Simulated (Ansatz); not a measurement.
## LaPt₃, space group Pm-3m: a single point, step by step

Program: Ansatz 0.2.0 through its Python package.

`lapt3.extxyz`
```text
4
Lattice="4.0745 0.0 0.0 0.0 4.0745 0.0 0.0 0.0 4.0745" Properties=species:S:1:pos:R:3 pbc="T T T"
La    0.00000000    0.00000000    0.00000000
Pt    0.00000000    2.03725000    2.03725000
Pt    2.03725000    0.00000000    2.03725000
Pt    2.03725000    2.03725000    0.00000000
```

The cells in order, each with its output:

```python
from pathlib import Path
import json
import warnings

import ansatz as az
import numpy as np
from pymatgen.core import Structure
```

```python
ECUT = 470
KMESH = (7, 7, 7)
FILLING = "Methfessel-Paxton"
SIGMA = 0.15
```

```python
warnings.simplefilter("ignore", az.DeckWarning)
```

```python
xtal = az.Crystal.from_extxyz("lapt3.extxyz")
```

```python
xtal.resolved().sites[-1]
```

    Site(symbol='Pt', position=(0.5, 0.5, 0.0), moment=None, axis=None, held=None, saved=None)

```python
calc = (
    xtal.calculation()
    .functional(az.Functional.LDA)
    .basis(ECUT)
    .kpoints(mesh=KMESH)
    .occupations(FILLING, width=SIGMA)
    .compute(populations=True, density=True, potential=True, electron_localization_function=True, output_files={"volumetric_format": "npy"}, band_table=True)
)
done = calc.run(threads=1, backend="cpu")
r = done.report
```

    

```python
r["mixing_algorithm"], r["preconditioner"], r["eigensolver"]
```

    ('MSR1', 'Kerker', 'band_cg')

```python
print("%-22s %14.5f eV" % ("F = E - TS", r["free_energy_ev"]))
print("%-22s %14.5f eV" % ("E", r["internal_energy_ev"]))
print("%-22s %14.5f eV" % ("Harris-Foulkes", r["harris_foulkes_ev"]))
print("%-22s %14.5f eV" % ("Fermi level", r["fermi_energy_ev"]))
```

    F = E - TS               -42814.27069 eV
    E                        -42814.26993 eV
    Harris-Foulkes           -42814.27069 eV
    Fermi level                  21.04639 eV

```python
final = Structure(done.lattice.cell_ang, [s.symbol for s in done.lattice.sites], [s.position_frac for s in done.lattice.sites])
distances = np.array([n.nn_distance for shell in final.get_all_neighbors(5.0) for n in shell])
values, counts = np.unique(distances.round(2), return_counts=True)
print("distance (A)  neighbours per atom")
for value, count in list(zip(values, counts))[:14]:
    print(f"{value:10.2f} {count / len(final):10.2f}")
```

    distance (A)  neighbours per atom
          2.88      12.00
          4.07       6.00
          4.99      24.00

```python
files = Path(done.write_results("tables"))
print((files / "populations.tsv").read_text())
```

    # site	symbol	l	j	q
    # orbitals = lowdin
    # n_electrons = 65.000000
    # spilling = 0.004617
    # projection_atom_La: [Kr 4d10] 4f0 5s2 5p6 5d1 6s2
    0	La	0_5S	-	1.922068
    0	La	0_6S	-	0.701593
    0	La	1_5P	-	5.908620
    0	La	2_5D	-	2.719444
    0	La	3_4F	-	0.411038
    1	Pt	0_5S	-	1.956694
    1	Pt	0_6S	-	0.817968
    1	Pt	1_5P	-	5.981084
    1	Pt	2_5D	-	8.923298
    2	Pt	0_5S	-	1.956694
    2	Pt	0_6S	-	0.817968
    2	Pt	1_5P	-	5.981084
    2	Pt	2_5D	-	8.923298
    3	Pt	0_5S	-	1.956694
    3	Pt	0_6S	-	0.817968
    3	Pt	1_5P	-	5.981084
    3	Pt	2_5D	-	8.923298

```python
folder = Path(done.write_results("fields"))
print("densities in e/A^3, potentials in eV, ELF without unit")
for name in sorted(p.name for p in folder.glob("*.npy")):
    field = np.load(folder / name)
    print(f"{name:16s} {str(field.shape):16s} min {field.min():10.4f}  mean {field.mean():10.4f}  max {field.max():10.4f}")

keep = ["free_energy_ev", "energy_sigma0_ev", "fermi_energy_ev", "n_iterations", "converged", "magnetization_mub", "n_kpoints"]
with open("lapt3.json", "w") as handle:
    json.dump({key: r[key] for key in keep}, handle, indent=1)
```

    densities in e/A^3, potentials in eV, ELF without unit
    elf.npy          (30, 30, 30)     min     0.0016  mean     0.3317  max     0.8205
    rho.npy          (30, 30, 30)     min     0.1122  mean     0.9609  max    12.0734
    v_es.npy         (30, 30, 30)     min   -70.5215  mean    10.1541  max    25.7179
    v_tot.npy        (30, 30, 30)     min  -102.4337  mean    -3.3199  max    17.6419

```python
edges = r.get("band_edges_ev")
if edges:
    print(f"band edges on the mesh: {edges[0]:.3f} and {edges[1]:.3f} eV, gap {edges[1] - edges[0]:.3f} eV")
else:
    print("no band edges reported (a metal, or a gap too narrow for this smearing); Fermi level", round(r["fermi_energy_ev"], 3), "eV")
```

    no band edges reported (a metal, or a gap too narrow for this smearing); Fermi level 21.046 eV

`lapt3.json`, as written:
```json
{
 "free_energy_ev": -42814.27069220825,
 "energy_sigma0_ev": -42814.27050103695,
 "fermi_energy_ev": 21.046389390614628,
 "n_iterations": 6,
 "converged": true,
 "magnetization_mub": 0.0,
 "n_kpoints": 20
}
```

Reading the output:
- These settings explore the input space; cutoff and mesh may be short of convergence.
- The mesh is modest for a metal, so energies can be off by several to tens of meV an atom and pressures by half a GPa or more; differences at equal mesh fare better.
- Only differences from the Fermi energy are physical; the zero of the scale is a convention.
- The fields are valence quantities on the plane-wave grid; their values near the nuclei depend on the potentials.
- The structure is a deposited one; some such entries were measured under pressure or heat, so a shift against it needn't be the functional's error alone.
- Gaps and levels are Kohn-Sham values on a finite set of k-points, without spin-orbit coupling.
- Wall time of the script: 4 s on 1 thread of Arm Neoverse V2, on a shared host, peak memory 0.44 GiB.

(Lines on the test bed's own set-up are left out of the output.)
